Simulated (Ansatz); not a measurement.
# CoPdC4N4: the cost of one run

Computed with Ansatz 0.2.0 (DFT PBE, scalar-relativistic, plane waves, PAW, unless a step's input says otherwise).

## (1) Starting point

Symmetry: P-43m, No. 215, cubic system. Conventional cell: a = 5.909 Å, b = 5.909 Å, c = 5.909 Å, α = 90.00°, β = 90.00°, γ = 90.00°. Co (site symmetry -43m) is surrounded by 4 C at 1.92 Å. Pd (site symmetry -43m) has 4 N at 2.03 Å in its first shell of neighbours. Around C (site symmetry 3m) lie 1 N at 1.17 Å and 1 Co at 1.92 Å. N (site symmetry 3m) has 1 C at 1.17 Å and 1 Pd at 2.03 Å in its first shell of neighbours.

Structure file:

```cif
data_structure
_symmetry_space_group_name_H-M 'P-43m'
_symmetry_Int_Tables_number 215
_cell_length_a 5.9086
_cell_length_b 5.9086
_cell_length_c 5.9086
_cell_angle_alpha 90.000
_cell_angle_beta 90.000
_cell_angle_gamma 90.000
_cell_volume 206.28
loop_
_atom_site_label
_atom_site_type_symbol
_atom_site_symmetry_multiplicity
_atom_site_Wyckoff_symbol
_atom_site_fract_x
_atom_site_fract_y
_atom_site_fract_z
_atom_site_occupancy
Co1 Co 1 a 0.00000 0.00000 0.00000 1
Pd1 Pd 1 b 0.50000 0.50000 0.50000 1
C1 C 4 e 0.18732 0.18732 0.18732 1
N1 N 4 e 0.30164 0.30164 0.30164 1
```

The cell is invented: two interpenetrating cyanide-bridged diamond nets (P-43m, No. 215). The dimensions are guesses.

## (2) Probe: one point on a coarse mesh

Input file input.yaml:

```yaml
crystal:
  lattice:
    - [5.90860265, 0.0, 0.0]
    - [0.0, 5.90860265, 0.0]
    - [0.0, 0.0, 5.90860265]
  atoms:
    - { symbol: Co, position: [0.0, 0.0, 0.0], spin: 3.0 }
    - { symbol: Pd, position: [0.5, 0.5, 0.5] }
    - { symbol: C, position: [0.18731679, 0.18731679, 0.18731679] }
    - { symbol: C, position: [0.18731679, 0.81268321, 0.81268321] }
    - { symbol: C, position: [0.81268321, 0.18731679, 0.81268321] }
    - { symbol: C, position: [0.81268321, 0.81268321, 0.18731679] }
    - { symbol: "N", position: [0.30164159, 0.30164159, 0.30164159] }
    - { symbol: "N", position: [0.30164159, 0.69835841, 0.69835841] }
    - { symbol: "N", position: [0.69835841, 0.30164159, 0.69835841] }
    - { symbol: "N", position: [0.69835841, 0.69835841, 0.30164159] }
basis:
  ecutwfc: 420
kpoints:
  mp_grid: { grid: [4, 4, 4] }
hamiltonian:
  xc: pbe
scf:
  occupations: { method: gaussian, width: 0.1 }
  lower_state_search: "off"
output:
  forces: true
  stress: true
  eigenvalues: true
  populations: true
magnetization:
  spin_polarized: true
```

Started as:

```sh
$ ansatz run input.yaml --threads 1 --pin off --max-ram 2560MiB --backend cpu --events-out ev --progress --plain --runs-dir out
```

**Question.** How long does this run take on 1 thread of AMD EPYC 9R45 (Zen 5), shared host, and how much memory does it need?

About 13 s, with a peak of 0.52 GiB.
